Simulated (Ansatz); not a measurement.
The system is BPd4.

```
Pd B
1.0
     2.89203    0.00000    0.00000
     0.00000    4.36501    0.00000
     0.00000    0.00000    5.85632
Pd B
4 1
Direct
  0.50000 0.00000 0.19758
  0.00000 0.00000 0.61947
  0.00000 0.50000 0.32916
  0.50000 0.50000 0.86756
  0.50000 0.00000 0.86323
```

The cell comes from a database or a generator and needn't be the stable form of this composition.

Base run:

* Program: Ansatz 0.2.0
* Functional: revPBE
* Potentials or basis: Ansatz PAW
* Cutoff: 420 eV (not typed: the program's choice for these potentials)
* k mesh: 7 × 5 × 4
* Occupations: fermi-dirac, width 0.05 eV
* Spin: no spin polarisation

Its results: band gap on the k mesh none (metal or under the smearing width); pressure 1.7 GPa; largest force 0.262 eV/Å.

**Question.** The run is repeated on the same cell with these changes: functional from revPBE to PBE. What comes out?

**Answer.** Band gap on the k mesh none (metal or under the smearing width); pressure -1.2 GPa; largest force 0.263 eV/Å.

PBE binds more tightly than revPBE, so the same cell stands under less pressure.

Caveats: the PAW data sets come from PBE, with cores solved anew for the run's functional, which leaves a small shift of forces and pressure (some runs).
